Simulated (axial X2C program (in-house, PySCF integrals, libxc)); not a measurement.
**CuF: Ω levels from open-shell CI on d9 s1 p(π)0**

Which Ω levels does CuF have in the configuration d9 s1 p(π)0, and how far apart?

The runs use an in-house X2C program for linear molecules on PySCF integrals; two-component X2C, average-of-configuration Hartree–Fock and CI in the open shells.

All values are calculated.

### 1 Set-up

task.json reads:

```json
{"zs": [29, 9], "q": 0, "bas": ["dyall-v3z", "dyall-av3z"], "r0": 1.76, "metal": 0, "shells": [[2, [0, 1, 2], 9], [0, [0], 1], [1, [1], 0]], "fix": 0, "emax": 3.2, "nroots": 4}
```

Keys: zs atomic numbers; q charge; bas basis sets; r0 starting distance in Å; metal index of the metal atom; shells open shells as [l, |m| values, electrons]; fix electron count of the first shell held; emax energy window in eV; nroots roots for each Ω.

Command:

```
$ python soci.py task.json out
```

Two-component X2C with atomic mean-field Coulomb and Gaunt terms, basis Cu dyall-v3z, F dyall-av3z (cores contracted in-house). Orbitals come from Hartree–Fock averaged over the configuration Cu d9 s1 p(π)0; CI then distributes these electrons over the d, s, p(π) shells of Cu.

### 2 CI at R = 1.790 Å

**Question.** What will these runs give? Wanted: lowest level of the model; next level; lowest curve, Re and ωe.

**Answer**, as computed:

| quantity | value |
| --- | --- |
| lowest level of the model | Ω = 0, g∥ = 0.00, 100% d9 s1 |
| next level | Ω = 1, 60 cm⁻¹ higher |
| lowest curve, Re and ωe | 1.759 Å, 673.4 cm⁻¹ |

What this shows: From 1.790 to 1.665 Å the gap from the lowest to the fifth level goes from 2888 to 3416 cm⁻¹. Without dynamic correlation distances can be off by several hundredths of an Å, and the wavenumbers are rough. Dynamic correlation is missing, so gaps between terms are too wide and other configurations may lie lower; the lowest level listed is that of this model, not necessarily the ground state. For d shells the ligand-field splittings (σ, π, δ) and their order can be off by a thousand cm⁻¹ or more. At most 4 roots were kept for each Ω > 0 (twice that for Ω = 0) within 3.2 eV of the lowest, so higher up levels can be missing between those listed; levels with Ω > 0 are doubly degenerate and listed once, Ω = 0 levels singly. States that fill the shells left empty in the average are placed too high.
